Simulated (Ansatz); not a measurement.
## Sr2TiBiO6, space group Fm-3m: a single point from an input typed as a dict

Computed with Ansatz's Python interface.

`deck_sr2tibio6.py`:
```python
"""Sr2TiBiO6 from an input typed as a mapping."""

import ansatz as az
import numpy as np

deck = {
    "crystal": {
        "lattice": [
            [0.0, 4.160536, 4.160536],
            [4.160536, 0.0, 4.160536],
            [4.160536, 4.160536, 0.0],
        ],
        "atoms": [
            {"symbol": "Sr", "position": [0.25, 0.25, 0.25]},
            {"symbol": "Sr", "position": [0.75, 0.75, 0.75]},
            {"symbol": "Ti", "position": [0.5, 0.5, 0.5]},
            {"symbol": "Bi", "position": [0.0, 0.0, 0.0]},
            {"symbol": "O", "position": [0.735903, 0.264097, 0.264097]},
            {"symbol": "O", "position": [0.264097, 0.735903, 0.735903]},
            {"symbol": "O", "position": [0.264097, 0.735903, 0.264097]},
            {"symbol": "O", "position": [0.735903, 0.264097, 0.735903]},
            {"symbol": "O", "position": [0.264097, 0.264097, 0.735903]},
            {"symbol": "O", "position": [0.735903, 0.735903, 0.264097]},
        ],
    },
    "kpoints": {"mp_grid": {"kspacing": 0.3}},
    "hamiltonian": {"xc": "pbe"},
    "scf": {"occupations": {"method": "cold", "width": 0.15}},
    "output": {"forces": True},
}

planned = az.Session.from_dict(deck).plan(threads=1, pin="off")
done = planned.execute()
r = done.report

for key in ("converged", "n_iterations", "n_electrons", "n_kpoints", "n_pw", "n_symmetry_ops", "free_energy_ev", "fermi_energy_ev"):
    print(f"{key:18s} {r[key]}")

# forces, one row an atom
forces = np.array(r["forces_ev_ang"])
norms = np.linalg.norm(forces, axis=1)
print("largest force {:.4f} eV/A on atom {}".format(norms.max(), norms.argmax()))
print(np.array2string(forces, precision=4, suppress_small=True))
```

Running `python deck_sr2tibio6.py` prints:
```text
DeckWarning: basis.ecutwfc = 420 eV, auto-derived from the records' recommended cutoffs: set by Sr (normal level)
converged          True
n_iterations       8
n_electrons        83.0
n_kpoints          10
n_pw               2741
n_symmetry_ops     48
free_energy_ev     -25397.924476222503
fermi_energy_ev    9.982266078166072
largest force 0.0041 eV/A on atom 4
[[-0.     -0.     -0.    ]
 [ 0.      0.     -0.    ]
 [ 0.      0.     -0.    ]
 [-0.      0.      0.    ]
 [-0.0041  0.      0.    ]
 [ 0.0041 -0.     -0.    ]
 [-0.     -0.0041 -0.    ]
 [ 0.      0.0041  0.    ]
 [-0.      0.     -0.0041]
 [ 0.     -0.      0.0041]]
```
(Warnings from the package without file and line, repeats left out.)

Reading the output:
- Absolute energies stand on the zero of these potentials, so only differences at equal settings mean something. A total without «per atom» is that of the cell as typed.
- The cell holds an odd number of electrons and is run without spin, so a magnetic state may lie lower.
- The mesh is modest for a metal, so energies can be off by several to tens of meV an atom and pressures by half a GPa or more; differences at equal mesh fare better.
- Only differences from the Fermi energy are physical; the zero of the scale is a convention.
- Spin-orbit coupling, which matters for elements this heavy, is left out.
- The structure comes from a database of computed cells and needn't be a stable or known phase.
- Run time: 2.8 s on 1 thread of Intel(R) Xeon(R) 6975P-C (Granite Rapids), on a shared host, peak memory 0.53 GiB.

(Lines on the test bed's own set-up are left out of the output.)
